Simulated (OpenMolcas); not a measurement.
**Dy²⁺ among point charges: CASSCF levels and susceptibility**

How does a field of 8 point charges split the states of Dy²⁺, and what χT follows?

Program: OpenMolcas 26.06. Level of theory: state-averaged CASSCF, spin-orbit coupling by RASSI with atomic mean-field integrals. These are calculated values, not measurements, unless marked.

## Step 1: The atom as given

| Item | Value |
| --- | --- |
| Species | Dy²⁺ (dysprosium, Z = 66, 64 electrons) |
| Basis | ANO-RCC-VDZP [7s6p4d2f1g], 68 functions |
| Scalar Hamiltonian | DKH2, point nucleus |
| Inactive shells | 1s 2s 2p 3s 3p 3d 4s 4p 4d 5s 5p |
| Active space | 10 electrons in 7 orbitals (4f) |
| Some configurations of this space | 4f¹⁰ |
| Orbitals | optimised for the highest spin of each parity, averaged over all roots |

Outer shells as boxes (Hund's rule):

4f10
```
4f [↑↓][↑↓][↑↓][↑ ][↑ ][↑ ][↑ ]
```

The ion sits among 8 point charges of -0.75 e arranged as a square antiprism (D4d), 2.78 Å from the ion, with a polar angle of 64.7° against the regular 57.3°.

The work runs as a chain of OpenMolcas steps in one folder; each step below is one input file. Labels, J, g values, rates, χT and fits are worked out afterwards by a script from the matrices that RASSI stores.

## Step 2: GATEWAY and SEWARD: basis and integrals

Contents of a.inp:

```
&GATEWAY
Coord
1

Dy 0.0 0.0 0.0
Basis=ANO-RCC-VDZP
Group=NoSym
NoMove
AngMom=0.0 0.0 0.0
AMFI
XField
8 Angstrom 0
2.322970 0.962206 1.185905 -0.750000
-0.962206 2.322970 1.185905 -0.750000
-2.322970 -0.962206 1.185905 -0.750000
0.962206 -2.322970 1.185905 -0.750000
2.322970 -0.962206 -1.185905 -0.750000
0.962206 2.322970 -1.185905 -0.750000
-2.322970 0.962206 -1.185905 -0.750000
-0.962206 -2.322970 -1.185905 -0.750000
&SEWARD
```

Run with:

```sh
> OMP_NUM_THREADS=1 MOLCAS_MEM=2252 MOLCAS_PROJECT=a pymolcas a.inp > a.log
```

## Step 3: CASSCF: quintets, 35 roots

Contents of a.inp:

```
&RASSCF
FileOrb=start.orb
Symmetry=1
Spin=5
nActEl=10 0 0
Inactive=27
Ras2=7
CIRoot=35 35 1
SDav=35
CIMx=300
Iter=120 100
PrWF=0.3
OrbListing=Nothing
MaxOrb=0
>>> COPY $Project.JobIph JOB001
```

start.orb holds the contracted functions of the basis, ordered by shell, or the orbitals of the step before.

## Step 4: Reference wave functions, triplets, 162 roots

Contents of a.inp:

```
&RASSCF
FileOrb=start.orb
Symmetry=1
Spin=3
nActEl=10 0 0
Inactive=27
Ras2=7
CIRoot=162 162 1
SDav=210
CIMx=300
Iter=120 100
PrWF=0.3
OrbListing=Nothing
MaxOrb=0
CIOnly
>>> COPY $Project.JobIph JOB002
```

## Step 5: CASSCF: singlets, 162 roots

Contents of a.inp:

```
&RASSCF
FileOrb=start.orb
Symmetry=1
Spin=1
nActEl=10 0 0
Inactive=27
Ras2=7
CIRoot=162 162 1
SDav=196
CIMx=300
Iter=120 100
PrWF=0.3
OrbListing=Nothing
MaxOrb=0
CIOnly
>>> COPY $Project.JobIph JOB003
```

## Step 6: RASSI: spin-orbit coupling between the states

Contents of a.inp:

```
&RASSI
NrOfJobIphs=3 33 106 31
1 2 3 4 5 6 7 8 9 10 11 12 13 14 15 16 17 18 19 20 21 22 23 24 25 26 27
28 29 30 31 32 33
1 2 3 4 5 6 7 8 9 10 11 12 13 14 15 16 17 18 19 20 21 22 23 24 25 26 27
28 29 30 31 32 33 34 35 36 37 38 39 40 41 42 43 44 45 46 47 48 49 50 51
52 53 54 55 56 57 58 59 60 61 62 63 64 65 66 67 68 69 70 71 72 73 74 75
76 77 78 79 80 81 82 83 84 85 86 87 88 89 90 91 92 93 94 95 96 97 98 99
100 101 102 103 104 105 106
1 2 3 4 5 6 7 8 9 10 11 12 13 14 15 16 17 18 19 20 21 22 23 24 25 26 27
28 29 30 31
IphNames
JOB001
JOB002
JOB003
EJob
SpinOrbit
DIPRint=1.0
SOCoupling=1000.0
Subsets=2
Property=9
'ANGMOM' 1 'ANGMOM' 2 'ANGMOM' 3 'MLTPL  1' 1 'MLTPL  1' 2 'MLTPL  1' 3
'AMFI' 1 'AMFI' 2 'AMFI' 3
SOProperty=3
'ANGMOM' 1 'ANGMOM' 2 'ANGMOM' 3
```

Before running it: what results should come out? Wanted: spin-free ground state; first state of the same spin within the active space; lowest level; next level.

As calculated:

```
                                            quantity                                value
                                              method                               CASSCF
                              spin-free ground state  quintet, 1-fold in its orbital part
first state of the same spin within the active space                 quintet at 3.05 cm⁻¹
                                        lowest level                               1-fold
                                          next level                             2.4 cm⁻¹
                                         χT at 300 K                      13.94 cm³ K/mol
                           effective moment at 300 K                             10.56 μB
```

**Reading.** The spin-free ground state (quintet) comes to 100 % from free-ion I terms and keeps the highest spin of the shell. The triplets, singlets rest on orbitals optimised for another spin in at least one step, which raises them against the optimised states. Not all states of the active space went into the spin-orbit step. High states of lower spin are left out of the spin-orbit mixing, and CASSCF puts spin-flip levels too high. Point charges carry no covalency, so the field is a model and not that of real ligands.
